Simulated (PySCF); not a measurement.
# [Tm(SH)2]+: shape, vibrations and bonding

Task: relax [Tm(SH)2]+, compute its harmonic modes and analyse its electrons. The structure is generated, not taken from experiment.

Computed with PySCF 2.14.0. Level: PBE0, Tm lcecp-1-SVP with ECP58, S def2-SVP, H def2-SVP; scalar-relativistic core potentials, no spin–orbit coupling.

1 further run of the same task is left out (for a known fault of the program).

## (1) The starting structure

5 atoms, charge 1, spin multiplicity 1.

Bond lengths: Tm1–S2 2.669 Å, Tm1–S4 2.669 Å, S2–H3 1.341 Å, S4–H5 1.341 Å. Angles: S2–Tm1–S4 131.8°, Tm1–S2–H3 104.2°, Tm1–S4–H5 104.2°.

Coordinates:

```xyz
5
charge 1, multiplicity 1
Tm    0.0000    0.0000    0.0000
S     2.4366    0.0000    1.0905
H     3.2508   -0.3365    0.0791
S    -2.4366    0.0000    1.0905
H    -3.2508    0.3365    0.0791
```

Formal oxidation states: Tm +3. Each metal's 12 4f electrons lie in its core potential, so multiplicities, spins and levels count the valence alone.

## (2) SCF at the start, singlet

run.py (the lines that set the calculation) reads:

```python
mol = gto.M(atom='''
Tm     0.00000     0.00000     0.00000
S      2.43660     0.00000     1.09050
H      3.25080    -0.33650     0.07910
S     -2.43660     0.00000     1.09050
H     -3.25080     0.33650     0.07910''',
    basis={'Tm': 'lcecp-1-SVP', 'S': 'def2-SVP', 'H': 'def2-SVP'},
    ecp={'Tm': 'lcecp-1-SVP'},
    charge=1, spin=0)
mf = dft.RKS(mol, xc='PBE0')
mf.grids.atom_grid = (50, 194)  # f atoms: unpruned, at least (60, 302)
mf = mf.density_fit()  # fitting sets: Tm AutoAux, S def2-universal-JKFIT, H def2-universal-JKFIT
mf.conv_tol = 1e-08; mf.max_cycle = 55
mf.kernel(dm0)  # dm0: free metal ions and neutral atoms
```

Run with:

```bash
$ OMP_NUM_THREADS=2 python run.py
```

Log:

```text
init E= -835.895737895194
  HOMO = -0.480332505021172  LUMO = -0.328644856142695  gap/eV = 4.12763
cycle= 1 E= -835.590105542639  delta_E= 0.306  |g|= 0.456  |ddm|= 2.46
  HOMO = -0.374417572097407  LUMO = -0.359954870636849  gap/eV = 0.39355
cycle= 2 E= -835.087880118991  delta_E= 0.502  |g|= 1.26  |ddm|= 2.38
  HOMO = -0.41076816615312  LUMO = -0.290994905148974  gap/eV = 3.25920
cycle= 3 E= -835.668818883508  delta_E= -0.581  |g|= 0.147  |ddm|= 1.81
  HOMO = -0.427510018110381  LUMO = -0.31427563481127  gap/eV = 3.08126
cycle= 4 E= -835.676022534062  delta_E= -0.0072  |g|= 0.0508  |ddm|= 0.296
  HOMO = -0.429871538838218  LUMO = -0.310378286070129  gap/eV = 3.25158
cycle= 5 E= -835.677054632139  delta_E= -0.00103  |g|= 0.0067  |ddm|= 0.0725
  HOMO = -0.429429153396022  LUMO = -0.308815062768378  gap/eV = 3.28208
cycle= 6 E= -835.677073838736  delta_E= -1.92e-05  |g|= 0.00111  |ddm|= 0.0127
  HOMO = -0.429503008505443  LUMO = -0.30878068311711  gap/eV = 3.28502
cycle= 7 E= -835.677074580062  delta_E= -7.41e-07  |g|= 0.000266  |ddm|= 0.00253
  HOMO = -0.429506922543093  LUMO = -0.308778709469745  gap/eV = 3.28518
cycle= 8 E= -835.67707464338  delta_E= -6.33e-08  |g|= 7.94e-05  |ddm|= 0.000822
  HOMO = -0.429503966201395  LUMO = -0.308788632658821  gap/eV = 3.28483
cycle= 9 E= -835.677074651773  delta_E= -8.39e-09  |g|= 1.08e-05  |ddm|= 0.000363
  HOMO = -0.429501989523018  LUMO = -0.308788494500238  gap/eV = 3.28478
Extra cycle  E= -835.677074651914  delta_E= -1.41e-10  |g|= 6.68e-06  |ddm|= 4.76e-05
converged SCF energy = -835.677074651914
```

Wall time 2.4 s (2 threads of Arm Neoverse V1, shared host); peak memory 0.41 GiB.

Read off: E = -835.677075 Eh, HOMO -11.69 eV, LUMO -8.40 eV, Mulliken charge on Tm1 +1.25 e. 

## (3) Relaxation, singlet

Steps are kept in the start's point group, C2.

run.py (the lines that set the calculation) reads:

```python
mol = gto.M(atom='''
Tm     0.00000     0.00000    -0.29754
S      2.43660     0.00000     0.79296
H      3.25080    -0.33650    -0.21844
S     -2.43660     0.00000     0.79296
H     -3.25080     0.33650    -0.21844''',
    basis={'Tm': 'lcecp-1-SVP', 'S': 'def2-SVP', 'H': 'def2-SVP'},
    ecp={'Tm': 'lcecp-1-SVP'},
    charge=1, spin=0)
mf = dft.RKS(mol, xc='PBE0')
mf.grids.atom_grid = (50, 194)  # f atoms: unpruned, at least (60, 302)
mf = mf.density_fit()  # fitting sets: Tm AutoAux, S def2-universal-JKFIT, H def2-universal-JKFIT
mf.conv_tol = 1e-08; mf.max_cycle = 55
mf.kernel(dm0)  # dm0: an SCF of this state at this start
# quasi-Newton relaxation in Cartesian coordinates to a largest gradient under 0.00045 Eh/bohr, steps kept in the point group
```

Run with:

```bash
$ OMP_NUM_THREADS=2 python run.py
```

No log is kept here; the results follow.

It took 26 s on 2 threads of Arm Neoverse V1, shared host.

Relaxation path:

```tsv
step	energy from step 1 (eV)	largest force component (eV/Å)
1	0.0000	1.8695
2	-0.2937	0.9988
3	-0.5028	0.7252
4	-0.5861	0.5666
5	-0.6749	0.3636
6	-0.6904	0.1076
7	-0.6924	0.0604
8	-0.6928	0.0475
9	-0.6930	0.0273
10	-0.6933	0.0112
11	-0.6935	0.0071
12	-0.6936	0.0075
```

Distances of close pairs at the start and the end, largest changes first:

```tsv
bond	before (Å)	after (Å)	change (Å)
Tm1–S2	2.669	2.445	-0.224
Tm1–S4	2.669	2.445	-0.224
S2–H3	1.341	1.359	+0.018
S4–H5	1.341	1.359	+0.018
```

It ends in C2 at E = -835.702564 Eh.

```xyz
5

Tm    0.0000    0.0000   -0.7242
S     1.8642   -0.0736    0.8562
H     2.8465   -0.2396   -0.0683
S    -1.8642    0.0736    0.8562
H    -2.8465    0.2396   -0.0683
```

## (4) The relaxed geometry turned into its symmetry frame

run.py (the lines that set the calculation) reads:

```python
mol = gto.M(atom='''
Tm     0.00000     0.00000    -0.43585
S      1.86417    -0.07362     1.14454
H      2.84654    -0.23959     0.21999
S     -1.86417     0.07362     1.14454
H     -2.84654     0.23959     0.21999''',
    basis={'Tm': 'lcecp-1-SVP', 'S': 'def2-SVP', 'H': 'def2-SVP'},
    ecp={'Tm': 'lcecp-1-SVP'},
    charge=1, spin=0)
mf = dft.RKS(mol, xc='PBE0')
mf.grids.atom_grid = (50, 194)  # f atoms: unpruned, at least (60, 302)
mf = mf.density_fit()  # fitting sets: Tm AutoAux, S def2-universal-JKFIT, H def2-universal-JKFIT
mf.conv_tol = 1e-08; mf.max_cycle = 55
mf.kernel(dm0)  # dm0: free metal ions and neutral atoms
```

Run with:

```bash
$ OMP_NUM_THREADS=2 python run.py
```

Log:

```text
init E= -836.009714934607
  HOMO = -0.506977476082879  LUMO = -0.3205633789914  gap/eV = 5.07259
cycle= 1 E= -835.622839739658  delta_E= 0.387  |g|= 0.47  |ddm|= 2.55
  HOMO = -0.386559230186715  LUMO = -0.312326526955164  gap/eV = 2.01997
cycle= 2 E= -835.445744969041  delta_E= 0.177  |g|= 0.864  |ddm|= 1.84
  HOMO = -0.439180727858739  LUMO = -0.266088060206208  gap/eV = 4.71009
cycle= 3 E= -835.693841387592  delta_E= -0.248  |g|= 0.148  |ddm|= 1.37
  HOMO = -0.447625215465557  LUMO = -0.286225733316574  gap/eV = 4.39190
cycle= 4 E= -835.702047352317  delta_E= -0.00821  |g|= 0.0375  |ddm|= 0.288
  HOMO = -0.448915854974424  LUMO = -0.283909346585844  gap/eV = 4.49006
cycle= 5 E= -835.702552643369  delta_E= -0.000505  |g|= 0.00553  |ddm|= 0.0538
  HOMO = -0.448620673749895  LUMO = -0.283012929457147  gap/eV = 4.50642
cycle= 6 E= -835.702563708333  delta_E= -1.11e-05  |g|= 0.000508  |ddm|= 0.00858
  HOMO = -0.448661066961215  LUMO = -0.282953941040866  gap/eV = 4.50912
cycle= 7 E= -835.702563835296  delta_E= -1.27e-07  |g|= 0.000198  |ddm|= 0.00139
  HOMO = -0.448658844981673  LUMO = -0.282965300063953  gap/eV = 4.50875
cycle= 8 E= -835.702563852025  delta_E= -1.67e-08  |g|= 4.32e-05  |ddm|= 0.000319
  HOMO = -0.448657348929881  LUMO = -0.282970234648133  gap/eV = 4.50858
cycle= 9 E= -835.702563853102  delta_E= -1.08e-09  |g|= 4.2e-06  |ddm|= 9.69e-05
  HOMO = -0.448656828905549  LUMO = -0.282969448428009  gap/eV = 4.50858
Extra cycle  E= -835.70256385311  delta_E= -7.96e-12  |g|= 2.81e-06  |ddm|= 1.65e-05
converged SCF energy = -835.70256385311
```

Wall time 1 s (2 threads of Arm Neoverse V1, shared host).

Result: E = -835.702564 Eh, HOMO -12.21 eV, LUMO -7.70 eV, Mulliken charge on Tm1 +1.07 e. 

## (5) Harmonic vibrations

run.py (the lines that set the calculation), as its differences from that of step 4:

```diff
@@ -12,3 +12,4 @@
 mf = mf.density_fit()  # fitting sets: Tm AutoAux, S def2-universal-JKFIT, H def2-universal-JKFIT
-mf.conv_tol = 1e-08; mf.max_cycle = 55
-mf.kernel(dm0)  # dm0: free metal ions and neutral atoms
+mf.conv_tol = 1e-10; mf.max_cycle = 55
+mf.kernel(dm0)  # dm0: the density of the relaxed state
+# Hessian and dipole derivatives by central differences of gradients, 0.02 bohr
```

Run with:

```bash
$ OMP_NUM_THREADS=2 python run.py
```

The driver keeps no SCF log for this step, only its results.

It took 30 s on 2 threads of Arm Neoverse V1, shared host.

Point group C2; negative numbers are unstable modes, and those under 60 cm⁻¹ are near the numerical noise:

```tsv
cm⁻¹	km/mol	symmetry
76	0.3	a
105	0.5	a
202	62.4	b
342	6.8	a
357	27.5	b
408	67.8	b
429	3.0	a
2661	0.2	a
2661	35.2	b
```

## (6) Properties on a finer grid

run.py (the lines that set the calculation) reads:

```python
mol = gto.M(atom='''
Tm     0.00000     0.00000    -0.72419
S      1.86417    -0.07362     0.85620
H      2.84654    -0.23959    -0.06835
S     -1.86417     0.07362     0.85620
H     -2.84654     0.23959    -0.06835''',
    basis={'Tm': 'lcecp-1-SVP', 'S': 'def2-SVP', 'H': 'def2-SVP'},
    ecp={'Tm': 'lcecp-1-SVP'},
    charge=1, spin=0)
mf = dft.RKS(mol, xc='PBE0')
mf.grids.atom_grid = (75, 302)  # f atoms: unpruned, at least (60, 302)
mf = mf.density_fit()  # fitting sets: Tm AutoAux, S def2-universal-JKFIT, H def2-universal-JKFIT
mf.conv_tol = 1e-09; mf.max_cycle = 55
mf.kernel(dm0)  # dm0: the density of the relaxed state
```

Run with:

```bash
$ OMP_NUM_THREADS=2 python run.py
```

Log:

```text
init E= -835.702556530952
  HOMO = -0.448654590504608  LUMO = -0.282972100723104  gap/eV = 4.50845
cycle= 1 E= -835.702556531626  delta_E= -6.74e-10  |g|= 1.59e-05  |ddm|= 8.61e-05
  HOMO = -0.448656869564415  LUMO = -0.282971551011965  gap/eV = 4.50853
Extra cycle  E= -835.702556531607  delta_E= 1.89e-11  |g|= 1.79e-05  |ddm|= 4.12e-05
converged SCF energy = -835.702556531607
```

Run time: 7.1 s. Hardware: 2 threads of Arm Neoverse V1, shared host.

Result: E = -835.702557 Eh, HOMO -12.21 eV, LUMO -7.70 eV, Mulliken charge on Tm1 +1.07 e, largest force component 0.007 eV/Å. 

Löwdin charges:

```tsv
atom	value (e)
Tm1	0.51
S2	0.19
H3	0.05
S4	0.19
H5	0.05
```

Mulliken charges: Tm1 +1.07, S2 -0.19, H3 +0.15, S4 -0.19, H5 +0.15 e.

Contacts (the nearest donor of each ligand) and Mayer bond orders:

```tsv
contact	distance (Å)	bond order
Tm1–S2 (SH)	2.445	1.47
Tm1–S4 (SH)	2.445	1.47
```

Mulliken populations of Tm1 outside the core potential: s 2.40, p 6.23, d 1.27, f 0.02.

Orbitals, density, ELF and potential are computed afterwards from the orbital file.

Frontier orbitals at PBE0, with the share of their density that lies nearest to each atom:

```tsv
orbital	energy (eV)	lies on
HOMO	-12.21	S2, S4 about 39 % each; Tm1 12 %
LUMO	-7.70	Tm1 88 %
```

ELF in a plane through or near 5 of the atoms.

Values, 10 rows by 14 columns:
```
0.00 0.00 0.00 0.00 0.00 0.00 0.00 0.00 0.00 0.00 0.00 0.00 0.00 0.00
0.00 0.00 0.00 0.09 0.27 0.17 0.02 0.00 0.06 0.27 0.18 0.01 0.00 0.00
0.00 0.00 0.04 0.54 0.82 0.66 0.16 0.01 0.36 0.82 0.70 0.24 0.00 0.00
0.00 0.00 0.09 0.68 0.64 0.65 0.44 0.06 0.67 0.48 0.86 0.31 0.01 0.00
0.00 0.00 0.23 0.77 0.38 0.43 0.63 0.07 0.81 0.82 0.79 0.57 0.04 0.00
0.00 0.01 0.85 1.00 0.83 0.71 0.44 0.75 0.43 0.66 0.99 0.98 0.25 0.00
0.00 0.00 0.59 0.94 0.48 0.14 0.84 0.14 0.50 0.24 0.89 0.93 0.06 0.00
0.00 0.00 0.01 0.08 0.04 0.08 0.68 0.75 0.39 0.05 0.05 0.06 0.00 0.00
0.00 0.00 0.00 0.00 0.00 0.05 0.07 0.05 0.07 0.02 0.00 0.00 0.00 0.00
0.00 0.00 0.00 0.00 0.00 0.00 0.01 0.00 0.00 0.00 0.00 0.00 0.00 0.00
```
The map spans 10.9 Å across and 7.0 Å up, centred on the molecule. Atoms in the plane (x, y in Å): Tm1 (0.0, -0.9), S2 (-1.9, 0.7), H3 (-2.9, -0.2), S4 (1.9, 0.7), H5 (2.9, -0.2).

On the surface of density 0.002 e/bohr³ the electrostatic potential runs, from the 1st to the 99th percentile, from 2.54 V near S2 to 12.17 V near Tm1.

## (7) What came out

```
                                              quantity                           value
                                 state and point group      singlet in the valence, C2
                                                 modes  76 to 2661 cm⁻¹, none unstable
strongest infrared band (modes within 1.5 cm⁻¹ summed)            408 cm⁻¹ (68 km/mol)
                                     zero-point energy                        0.449 eV
                               ideal gas, 298 K, 1 bar  S = 352.7, Cp = 82.5 J/(mol K)
                                 metal–ligand contacts                          2.45 Å
                                       frontier levels   HOMO -12.21 eV, LUMO -7.70 eV
                       dipole about the centre of mass                          7.19 D
                                   mean polarisability                          9.8 Å³
```

All modes are real, so the structure is a minimum. The metal carries +0.51 e by Löwdin's partition against a formal +3, and bond orders to the nearest donors reach 1.47. Both measures hang on the basis. One start shape was tried, so another isomer may lie lower. The bases are small and lack diffuse functions. Spin–orbit coupling is left out.
